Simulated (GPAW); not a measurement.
# Cs3Pt (Pm-3m) in GPAW: single point with PBEsol

Aim: the single point of Cs3Pt with PBEsol.

Everything below comes from runs of GPAW 26.7.0. Logs are shortened: lines on timing, memory, paths and dates and some standing lists are left out, and cuts for length are marked. The log counts tension as positive stress, the text compression.

### 1 The crystal as given

It takes space group Pm-3m (No. 221, cubic). The conventional cell has a = 5.778 Å, b = 5.778 Å, c = 5.778 Å, α = 90.00°, β = 90.00°, γ = 90.00°. Pt (site symmetry m-3m) has 12 Cs at 4.09 Å as nearest neighbours. Around Cs (site symmetry 4/mmm) lie 4 Pt at 4.09 Å and 8 Cs at 4.09 Å.

The cell comes from a database or a generator and needn't be the stable form of this composition.

### 2 Single point, PBEsol

The input, run.py:

```python
from ase import Atoms
from ase.dft.bandgap import bandgap
from ase.io import write
from ase.units import GPa
from gpaw import GPAW, PW, setup_paths

setup_paths.insert(0, '.')

atoms = Atoms(['Pt', 'Cs', 'Cs', 'Cs'],
              cell=[[5.777653, 0.0, 0.0],
                    [0.0, 5.777653, 0.0],
                    [0.0, 0.0, 5.777653]],
              scaled_positions=[[0.5, 0.5, 0.5],
                                [0.5, 0.0, 0.0],
                                [0.0, 0.5, 0.0],
                                [0.0, 0.0, 0.5]],
              pbc=True)

calc = GPAW(mode=PW(600),
            xc='PBEsol',
            kpts={'size': (5, 5, 5), 'gamma': True},
            occupations={'name': 'methfessel-paxton', 'order': 0, 'width': 0.05},
            nbands=37,
            convergence={'density': 1e-05, 'energy': 1e-05},
            maxiter=150,
            txt='gpaw.txt')
atoms.calc = calc
energy = atoms.get_potential_energy()
forces = atoms.get_forces()
stress = atoms.get_stress()
calc.write('gs.gpw')
write('result.traj', atoms)
print(f'Energy: {energy:.6f} eV')
print('Forces (eV/A):')
print(forces.round(4))
print('Stress (GPa):', (stress / GPa).round(3))
print('Fermi level:', round(calc.get_fermi_level(), 4), 'eV')
print(f'Gap: {bandgap(calc)[0]:.4f} eV, direct: {bandgap(calc, direct=True)[0]:.4f} eV')
```

Potentials or basis: PAW data sets generated in the run's folder for this functional, pw.

Started as:

```bash
$ gpaw-setup -f PBEsol Cs Pt
$ OMP_NUM_THREADS=1 python run.py
```

gpaw.txt:

```text
__  _  _
 | _ |_)|_||  |
 |__||  | ||/\| - 26.7.0

Input parameters:
  mode=PW(ecut=600.0),
  convergence={'density': 1e-05, 'energy': 1e-05},
  kpts=MonkhorstPack(size=(5, 5, 5), gamma=True),
  maxiter=150,
  nbands=37,
  occupations=Occupations(name='methfessel-paxton', order=0, width=0.05),
  xc=XC(name='PBEsol')

Diagonalizing LCAO Hamiltonian
Converting LCAO to pw mode
     .-------------.
    /|             |
   / |             |
  /  |             |
 *   |             |
 |   |    Pt       |
 |   |             |
 Cs  .-------------.
 |  /             /
 | /s            /
 |/             /
 *------Cs-----*

Atoms  # Å, Bohr magnetons
|   | symbol |        x |        y |        z |    initial magnetic moments |
|---|--------|----------|----------|----------|-----------------------------|
| 0 |     Pt | 2.888826 | 2.888826 | 2.888826 | ( 0.0000,  0.0000,  0.0000) |
| 1 |     Cs | 2.888826 | 0.000000 | 0.000000 | ( 0.0000,  0.0000,  0.0000) |
| 2 |     Cs | 0.000000 | 2.888826 | 0.000000 | ( 0.0000,  0.0000,  0.0000) |
| 3 |     Cs | 0.000000 | 0.000000 | 2.888826 | ( 0.0000,  0.0000,  0.0000) |

Unit cell  # Å
| periodic |        x |        y |        z |  lengths |    angles |
|----------|----------|----------|----------|----------|-----------|
|      yes | 5.777653 | 0.000000 | 0.000000 | 5.777653 | 90.000000 |
|      yes | 0.000000 | 5.777653 | 0.000000 | 5.777653 | 90.000000 |
|      yes | 0.000000 | 0.000000 | 5.777653 | 5.777653 | 90.000000 |

Number of symmetries: 48
Symmetry operations  # r_c * U_cc + t_c -> r_c
|    | kind |            matrix            |
|----|------|------------------------------|
|  0 |  E   |  1, 0, 0,  0, 1, 0,  0, 0, 1 |
|  1 |  σ   |  1, 0, 0,  0, 1, 0,  0, 0,-1 |
|  2 |  σ   |  1, 0, 0,  0, 0, 1,  0, 1, 0 |
|  3 |  C4  |  1, 0, 0,  0, 0, 1,  0,-1, 0 |
|  4 |  C4  |  1, 0, 0,  0, 0,-1,  0, 1, 0 |
|  5 |  σ   |  1, 0, 0,  0, 0,-1,  0,-1, 0 |
|  6 |  σ   |  1, 0, 0,  0,-1, 0,  0, 0, 1 |
|  7 |  C2  |  1, 0, 0,  0,-1, 0,  0, 0,-1 |
|  8 |  σ   |  0, 1, 0,  1, 0, 0,  0, 0, 1 |
|  9 |  C2  |  0, 1, 0,  1, 0, 0,  0, 0,-1 |
| 10 |  C3  |  0, 1, 0,  0, 0, 1,  1, 0, 0 |
| 11 |  S6  |  0, 1, 0,  0, 0, 1, -1, 0, 0 |
| 12 |  S6  |  0, 1, 0,  0, 0,-1,  1, 0, 0 |
| 13 |  C3  |  0, 1, 0,  0, 0,-1, -1, 0, 0 |
| 14 |  C4  |  0, 1, 0, -1, 0, 0,  0, 0, 1 |
| 15 |  S4  |  0, 1, 0, -1, 0, 0,  0, 0,-1 |
| 16 |  C3  |  0, 0, 1,  1, 0, 0,  0, 1, 0 |
| 17 |  S6  |  0, 0, 1,  1, 0, 0,  0,-1, 0 |
| 18 |  σ   |  0, 0, 1,  0, 1, 0,  1, 0, 0 |
| 19 |  C4  |  0, 0, 1,  0, 1, 0, -1, 0, 0 |
| 20 |  C2  |  0, 0, 1,  0,-1, 0,  1, 0, 0 |
| 21 |  S4  |  0, 0, 1,  0,-1, 0, -1, 0, 0 |
| 22 |  S6  |  0, 0, 1, -1, 0, 0,  0, 1, 0 |
| 23 |  C3  |  0, 0, 1, -1, 0, 0,  0,-1, 0 |
| 24 |  S6  |  0, 0,-1,  1, 0, 0,  0, 1, 0 |
| 25 |  C3  |  0, 0,-1,  1, 0, 0,  0,-1, 0 |
| 26 |  C4  |  0, 0,-1,  0, 1, 0,  1, 0, 0 |
| 27 |  σ   |  0, 0,-1,  0, 1, 0, -1, 0, 0 |
| 28 |  S4  |  0, 0,-1,  0,-1, 0,  1, 0, 0 |
| 29 |  C2  |  0, 0,-1,  0,-1, 0, -1, 0, 0 |
| 30 |  C3  |  0, 0,-1, -1, 0, 0,  0, 1, 0 |
| 31 |  S6  |  0, 0,-1, -1, 0, 0,  0,-1, 0 |
| 32 |  C4  |  0,-1, 0,  1, 0, 0,  0, 0, 1 |
| 33 |  S4  |  0,-1, 0,  1, 0, 0,  0, 0,-1 |
| 34 |  S6  |  0,-1, 0,  0, 0, 1,  1, 0, 0 |
| 35 |  C3  |  0,-1, 0,  0, 0, 1, -1, 0, 0 |
| 36 |  C3  |  0,-1, 0,  0, 0,-1,  1, 0, 0 |
| 37 |  S6  |  0,-1, 0,  0, 0,-1, -1, 0, 0 |
| 38 |  σ   |  0,-1, 0, -1, 0, 0,  0, 0, 1 |
| 39 |  C2  |  0,-1, 0, -1, 0, 0,  0, 0,-1 |
| 40 |  σ   | -1, 0, 0,  0, 1, 0,  0, 0, 1 |
| 41 |  C2  | -1, 0, 0,  0, 1, 0,  0, 0,-1 |
| 42 |  C2  | -1, 0, 0,  0, 0, 1,  0, 1, 0 |
| 43 |  S4  | -1, 0, 0,  0, 0, 1,  0,-1, 0 |
| 44 |  S4  | -1, 0, 0,  0, 0,-1,  0, 1, 0 |
| 45 |  C2  | -1, 0, 0,  0, 0,-1,  0,-1, 0 |
| 46 |  C2  | -1, 0, 0,  0,-1, 0,  0, 0, 1 |
| 47 |  i   | -1, 0, 0,  0,-1, 0,  0, 0,-1 |

BZ-sampling:
  Number of BZ points: 125
  Number of IBZ points: 10

  Monkhorst-Pack size: [5, 5, 5]
  Monkhorst-Pack shift: [0, 0, 0]

K-points  # in reciprocal-cell coordinates
|   |                                coordinates |     weight |
|---|--------------------------------------------|------------|
| 0 | (  0.00000000,   0.00000000,   0.00000000) | 0.00800000 |
| 1 | (  0.20000000,   0.00000000,   0.00000000) | 0.04800000 |
| 2 | (  0.20000000,   0.20000000,   0.00000000) | 0.09600000 |
| 3 | (  0.20000000,   0.20000000,   0.20000000) | 0.06400000 |
| 4 | (  0.40000000,   0.00000000,   0.00000000) | 0.04800000 |
| 5 | (  0.40000000,   0.20000000,   0.00000000) | 0.19200000 |
| 6 | (  0.40000000,   0.20000000,   0.20000000) | 0.19200000 |
| 7 | (  0.40000000,   0.40000000,   0.00000000) | 0.09600000 |
| 8 | (  0.40000000,   0.40000000,   0.20000000) | 0.19200000 |
| 9 | (  0.40000000,   0.40000000,   0.40000000) | 0.06400000 |

Plane wave coefficients: 6455
Cutoff: 600.0 eV

Spin-components: 1 (collinear spins)
Bands:           37
Projectors:      21
Spin-degeneracy: 2
Datatype:        complex128

Parallelization:
  kpt:    1
  domain: 1
  band:   1

Density:
  Valence electrons: 43.0
  Components: 1
  Grid points: [35 35 35]
  Charge: 0.0  # |e|

Potential:
  Grid points: [35 35 35]

species:
  Pt:
    name:    Platinum
    Z:       78.0
    valence: 16
    core:    62
    charge:  0.0  # [|e|]
    compensation charges:
      type: gauss
      rc: 0.41  # [Å]
      lmax: 2
    cutoffs:
      filter: 2.26  # [Å]
      core: 2.26  # [Å]
    projectors
    | kind |    occ | energy [eV] | rcut [Å] |
    |------|--------|-------------|----------|
    |   6s |  1.000 |      -5.666 |    1.307 |
    |   5p |  6.000 |     -56.073 |    1.371 |
    |   6p |  0.000 |      -0.783 |    1.371 |
    |   5d |  9.000 |      -6.179 |    1.307 |
    |    s |        |      21.545 |    1.307 |
    |    d |        |      21.032 |    1.307 |

    Using partial waves for Pt as LCAO basis

  Cs:
    name:    Caesium
    Z:       55.0
    valence: 9
    core:    46
    charge:  0.0  # [|e|]
    compensation charges:
      type: gauss
      rc: 0.33  # [Å]
      lmax: 2
    cutoffs:
      filter: 2.06  # [Å]
      core: 2.51  # [Å]
    projectors
    | kind |    occ | energy [eV] | rcut [Å] |
    |------|--------|-------------|----------|
    |   5s |  2.000 |     -26.762 |    1.164 |
    |   6s |  1.000 |      -2.083 |    1.164 |
    |   5p |  6.000 |     -13.550 |    1.058 |
    |    p |        |      13.661 |    1.058 |
    |    d |        |       0.000 |    1.058 |

    Using partial waves for Cs as LCAO basis

Reference energy: -1135380.799358  # eV

eigensolver:
  PPCG
  Converge bands: occupied
  niter=2

density mixing:
  MSR1-Mixer
  Pratt-step length: 0.05
  Maximum mixing coefficient: 0.75
  Old densities: 10
  SVD Regularization: 0.005
  Good broyden scale: 1.0
  Trust region scale: 1.0
  Backstep threshold: 4.0
  History deletion threshold: 6.0
  Fourier metric: weight=20.0, sigma=0.015

occupation numbers:
  Methfessel-Paxton:
    width: 0.0500  # eV
    order: 0

poisson solver:
  ecut: 4800.0  # eV

xc functional:
  name: PBEsol with 2 nearest neighbor stencil

convergence criteria:
- Maximum integral of absolute [dens]ity change: 1e-05 electrons / valence electron
- Maximum [total energy] change in last 3 cyles: 1e-05 eV / valence electron
- Maximum integral of absolute [eigenst]ate change: 4e-08 eV^2 / valence electron
maximum number of iterations: 150

SCF iterations
|iter     | |      energy | eigst |  dens |
|---------|-|-------------|-------|-------|
|iter:   1| |  -11.109346 | +0.02 |       |
|iter:   2| |  -10.607067 | -1.62 | -1.14 |
|iter:   3| |   -9.067707 | -1.76 | -1.21 |
|iter:   4| |   -8.899845 | -2.40 | -1.56 |
|iter:   5| |   -8.896184 | -4.00 | -2.00 |
|iter:   6| |   -8.895271 | -3.89 | -2.20 |
|iter:   7| |   -8.895337 | -4.34 | -2.78 |
|iter:   8| |   -8.895279c| -5.12 | -3.25 |
|iter:   9| |   -8.895279c| -6.34 | -3.85 |
|iter:  10| |   -8.895279c| -7.64c| -4.56 |
|iter:  11| |   -8.895279c| -8.06c| -5.21c|

Converged in 11 steps
Energy contributions relative to reference atoms: (reference = -1135380.799358)

Energy contributions:
  Kinetic:         -15.976010
  Coulomb:          18.200845
  Zero:             -0.661602
  External:          0.000000
  Xc:              -10.456024
  Entropy:          -0.004975
  Spinorbit:         0.000000
  ----------------------------
  Free energy:      -8.897767
  Extrapolated:     -8.895279

dipole moment: (-65.100741, -65.100741, -65.100741)  # |e|*Ang

Fermi level: 5.433
Eigenvalues  # (at kpt = [0.000, 0.000, 0.000])
| band index |      eig [eV] | occ [0-2] |
|------------|---------------|-----------|
|          0 |       -45.304 |     2.000 |
|        ... |               |           |
|         14 |        -4.381 |     2.000 |
|         15 |         2.474 |     2.000 |
|         16 |         3.988 |     2.000 |
|         17 |         3.988 |     2.000 |
|         18 |         4.126 |     2.000 |
|         19 |         4.126 |     2.000 |
[... 8 lines left out ...]
|         28 |         8.644 |     0.000 |
|         29 |         8.644 |     0.000 |
|        ... |               |           |
|         36 |        12.484 |     0.000 |

No gap
No difference between direct/indirect transitions

Forces  # eV/Ang
|       x |       y |       z |
|---------|---------|---------|
| 0.00000 | 0.00000 | 0.00000 |  # Pt   0
| 0.00000 | 0.00000 | 0.00000 |  # Cs   1
| 0.00000 | 0.00000 | 0.00000 |  # Cs   2
| 0.00000 | 0.00000 | 0.00000 |  # Cs   3

Stress tensor  # eV/Ang^3
|        x |        y |        z |
|----------|----------|----------|
| 0.007879 | 0.000000 | 0.000000 |
| 0.000000 | 0.007879 | 0.000000 |
| 0.000000 | 0.000000 | 0.007879 |

# Writing to gs.gpw (mode='')
```

Run time: 47 s. Hardware: 1 thread of Arm Neoverse V2, shared host; peak memory 0.25 GiB.

What came out:

* Free energy: -8.8978 eV
* Pressure: -1.3 GPa
* Band gap on the k mesh: none (metal or under the smearing width)

Levels at points of the mesh, in eV from the Fermi level:
```tsv
k point	band 20	band 21	band 22	band 23	band 24	band 25
(0.00, 0.00, 0.00)	-1.31	-1.31	-1.03	1.55	1.55	1.55
```
